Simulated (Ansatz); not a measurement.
# H5N3Si: the cost of one run

Program: Ansatz 0.2.0, Gaussian basis. Level of theory: PBE0-D4/def2-TZVP structures, single points in def2-TZVPP, no counterpoise correction. These are calculated values, not measurements.

Levels: SPW92, PBE-D4, BLYP-D4, r2SCAN-D4, B97M-V, PBE0-D4, B3LYP-D4, r2SCAN0-D4, BHLYP-D4, CAM-B3LYP-D4, wB97X-V, wB97M-V, B2PLYP, PBE-QIDH, RPA on PBE, Hartree-Fock, MP2, CCSD, CCSD(T).

Cores are frozen in the correlated methods. B3LYP uses VWN-RPA correlation. B2PLYP carries no dispersion term here.

56 further runs of the same task are left out: 56 set aside as unsound or not needed.

## Step 1: The system as given

The complex: 11 atoms, charge 0, spin multiplicity 1.

Atoms are counted from 1 here; the program's logs count them from 0.

Bond lengths: Si1–N3 1.584 Å, Si1–N5 1.688 Å, Si1–N6 1.680 Å, H2–H4 0.752 Å, N3–H7 1.006 Å, N5–H8 1.005 Å, N5–H9 1.005 Å, N6–H10 1.004 Å, N6–H11 1.006 Å. Angles: N3–Si1–N5 132.6°, N3–Si1–N6 119.0°, N5–Si1–N6 108.4°, Si1–N3–H7 125.8°, Si1–N5–H8 121.6°, Si1–N5–H9 124.8°, H8–N5–H9 113.2°, Si1–N6–H10 125.1°, Si1–N6–H11 119.6°, H10–N6–H11 113.8°.

As a file:

```xyz
11
H7N3Si
Si    0.3383    0.2754    0.2947
H    -0.9747   -1.5431   -2.8891
N     1.1482    0.1460   -1.0600
H    -0.4085   -1.1608   -2.5745
N     0.7003    0.9982    1.7764
N    -1.1903   -0.4135    0.3995
H     2.0218    0.5989   -1.2690
H     1.5896    1.4339    1.9471
H     0.0405    1.1390    2.5218
H    -1.6858   -0.5912    1.2539
H    -1.5793   -0.8828   -0.4008
```

Its parts: SiN₃H₅ holds atoms 1, 3, 5, 6, 7, 8, 9, 10, 11; H₂ holds atoms 2, 4. Each part counts its atoms afresh in its own runs.

## Step 2: Relaxing SiN₃H₅ alone

relax-a/in.yaml reads:

```yaml
crystal:
  periodic: [false, false, false]
  atoms:
    - {symbol: Si, position_ang: [0.338267, 0.275433, 0.294655]}
    - {symbol: N, position_ang: [1.148175, 0.146005, -1.060022]}
    - {symbol: N, position_ang: [0.700287, 0.998152, 1.776410]}
    - {symbol: N, position_ang: [-1.190312, -0.413541, 0.399520]}
    - {symbol: H, position_ang: [2.021810, 0.598942, -1.268985]}
    - {symbol: H, position_ang: [1.589598, 1.433871, 1.947098]}
    - {symbol: H, position_ang: [0.040463, 1.139022, 2.521799]}
    - {symbol: H, position_ang: [-1.685793, -0.591197, 1.253932]}
    - {symbol: H, position_ang: [-1.579303, -0.882763, -0.400837]}
basis:
  gaussian: {orbitals: def2-TZVP}
hamiltonian: {xc: pbe0, dispersion: d4}
relax: {f_tol: 0.005, max_steps: 200}
```

Launch:

```sh
$ ansatz run in.yaml --threads 4 --pin off --events-out ev --progress --plain --max-ram 9574MiB
```

**Question.** How long does this run take on 4 threads of Arm Neoverse V2, shared host?

About 8.5 s.
